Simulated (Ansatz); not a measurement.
# Ta3H: the cost of one run

Computed with Ansatz 0.2.0 (DFT PBE, scalar-relativistic, plane waves, PAW, unless a step's input says otherwise).

12 further runs of the same task are left out: 1 that didn't finish, 11 set aside as unsound or not needed. Runs told in other sessions of the task aren't counted.

## 1. The system as given

The structure is monoclinic, space group Cm (No. 8). The conventional cell has a = 8.130 Å, b = 4.694 Å, c = 22.488 Å, α = 90.00°, β = 90.00°, γ = 90.00°. Around Ta (site symmetry m) lie 4 Ta at 2.80 to 2.87 Å. Ta (site symmetry m) is surrounded by 7 Ta at 2.68 to 2.87 Å. Around Ta (site symmetry m) lie 7 Ta at 2.57 to 2.87 Å. Ta (site symmetry m) is surrounded by 13 Ta at 2.80 to 3.28 Å. Around Ta (site symmetry m) lie 7 Ta at 2.68 to 2.84 Å. Ta (site symmetry m) is surrounded by 2 H at 1.53 Å. H (site symmetry 1) has 1 H at 1.18 Å and 1 Ta at 1.53 Å in its first shell of neighbours.

As a file:

```cif
data_structure
_symmetry_space_group_name_H-M 'Cm'
_symmetry_Int_Tables_number 8
_cell_length_a 8.1298
_cell_length_b 4.6937
_cell_length_c 22.4882
_cell_angle_alpha 90.000
_cell_angle_beta 90.000
_cell_angle_gamma 90.000
_cell_volume 858.13
loop_
_atom_site_label
_atom_site_type_symbol
_atom_site_symmetry_multiplicity
_atom_site_Wyckoff_symbol
_atom_site_fract_x
_atom_site_fract_y
_atom_site_fract_z
_atom_site_occupancy
Ta1 Ta 2 a 0.16667 0.50000 0.17787 1
Ta2 Ta 2 a 0.33333 0.00000 0.22048 1
Ta3 Ta 2 a 0.00000 0.00000 0.26308 1
Ta4 Ta 2 a 0.16667 0.50000 0.30237 1
Ta5 Ta 2 a 0.33333 0.00000 0.33951 1
Ta6 Ta 2 a 0.00000 0.00000 0.37745 1
H1 H 4 b 0.00000 0.12581 0.44015 1
```

This is the geometry of the first run shown, built on a cell relaxed beforehand with the same method.

## 2. Plan of the line

Atoms count from 1 in the order of the input.

H2 lies flat over one site of a rigid substrate while its bond length and height are varied.

- distance H7-H8: 8 values from 0.650 to 2.650 Å
- height of the H2 axis above the plane of Ta6: 9 values from 0.45 to 3.60 Å

Nothing else is relaxed. Points are written as (first, second).

## 3. The run at (1.181 Å, 1.41 Å)

A dipole layer in the vacuum cancels the field that periodic copies would set up if the slab's two faces differ.

input.yaml reads:

```yaml
crystal:
  lattice:
    - [4.6937283337, 0.0, 0.0]
    - [-2.3468641669, 4.0648879755, 0.0]
    - [0.0, 0.0, 22.4881920917]
  atoms:
    - { symbol: Ta, position: [0.6666666667, 0.3333333333, 0.1778711238] }
    - { symbol: Ta, position: [0.3333333333, 0.6666666667, 0.2204758507] }
    - { symbol: Ta, position: [0.0, 0.0, 0.2630805777] }
    - { symbol: Ta, position: [0.6666666667, 0.3333333333, 0.3023661487] }
    - { symbol: Ta, position: [0.3333333333, 0.6666666667, 0.3395087724] }
    - { symbol: Ta, position: [0.0, 0.0, 0.3774510666] }
    - { symbol: H, position: [-0.1258061733, 0.0, 0.4401506378] }
    - { symbol: H, position: [0.1258061733, 0.0, 0.4401506378] }
basis:
  ecutwfc: 420
kpoints:
  mp_grid: { grid: [6, 6, 1] }
hamiltonian:
  xc: pbe
  pseudopotentials: { kind: paw, azcp: { folder: soft_1 } }
scf:
  occupations: { method: gaussian, width: 0.1 }
output:
  forces: true
  eigenvalues: true
efield:
  axis: 3
  dipole_correction: true
  ramp_width: 0.04
```

Command:

```
$ ansatz run input.yaml --threads 1 --pin off --max-ram 3072MiB --backend cpu --events-out ev --progress --plain --runs-dir out
```

Q: Estimate wall time and peak memory on 1 thread of Intel Xeon 6975P-C (Granite Rapids), shared host.

About 16 s, with a peak of 0.63 GiB.
